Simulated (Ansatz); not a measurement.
# BaH: the cost of one run

Method: DFT PBE, scalar-relativistic, plane waves, PAW, unless a step names another level, in Ansatz 0.2.0.

**1. The structure to begin with**

It takes space group Fm-3m (No. 225, cubic). The conventional cell has a = 5.807 Å, b = 5.807 Å, c = 5.807 Å, α = 90.00°, β = 90.00°, γ = 90.00°. Around Ba (site symmetry m-3m) lie 6 H at 2.90 Å. Around H (site symmetry m-3m) lie 6 Ba at 2.90 Å.

Structure file:

```
Ba H
1.0
     2.05244    1.18498    3.35527
    -2.05244    1.18498    3.35527
     0.00000   -2.36996    3.35527
Ba H
1 1
Direct
  0.00000 0.00000 0.00000
  0.50000 0.50000 0.50000
```

The cell was relaxed beforehand at this level, from a generated guess; it needn't be the stable form of this composition. At a tolerance of 0.05 Å it has space group Fm-3m (No. 225); it has 24.48 Å³/atom, an uncorrected energy of -0.26 eV/atom over the elements.

**2. Static run: bands, density of states and charges**

input.yaml reads:

```yaml
crystal:
  lattice:
    - [2.0524427471, 1.1849783725, 3.3552703195]
    - [-2.0524427471, 1.1849783725, 3.3552703195]
    - [0.0, -2.3699567451, 3.3552703195]
  atoms:
    - { symbol: Ba, position: [0.0, 0.0, 0.0] }
    - { symbol: H, position: [0.5, 0.5, 0.5] }
basis:
  ecutwfc: 420
kpoints:
  mp_grid: { grid: [18, 18, 18] }
  band_path:
    path:
      - [[0.0, 0.0, 0.0], [0.5, 0.5, 0.5], [0.75018098, 0.24981902, 0.5]]
      - [[0.5, -0.24981902, 0.24981902], [0.5, 0.0, 0.0], [0.0, 0.0, 0.0], [0.37490951, -0.37490951, 0.0]]
      - [[0.62509049, 0.0, 0.37490951], [0.5, 0.0, 0.5], [0.0, 0.0, 0.0]]
    npoints: 14
hamiltonian:
  xc: pbe
scf:
  occupations: { method: gaussian, width: 0.1 }
  n_extra_bands: 6
output:
  forces: true
  stress: true
  eigenvalues: true
  populations: true
  dos: { projected: true, de: 0.02, nscf_kmesh: { grid: [22, 22, 22] } }
  bader: true
  write_density: true
  write_potential: true
  elf: true
  volumetric_format: npy
```

Started as:

```console
$ ansatz run input.yaml --threads 1 --pin off --max-ram 2048MiB --backend cpu --events-out ev --progress --plain --runs-dir out
```

**Question.** How long does this run take on 1 thread of Arm Neoverse V2, shared host, and how much memory does it need?

About 42 s, with a peak of 0.67 GiB.
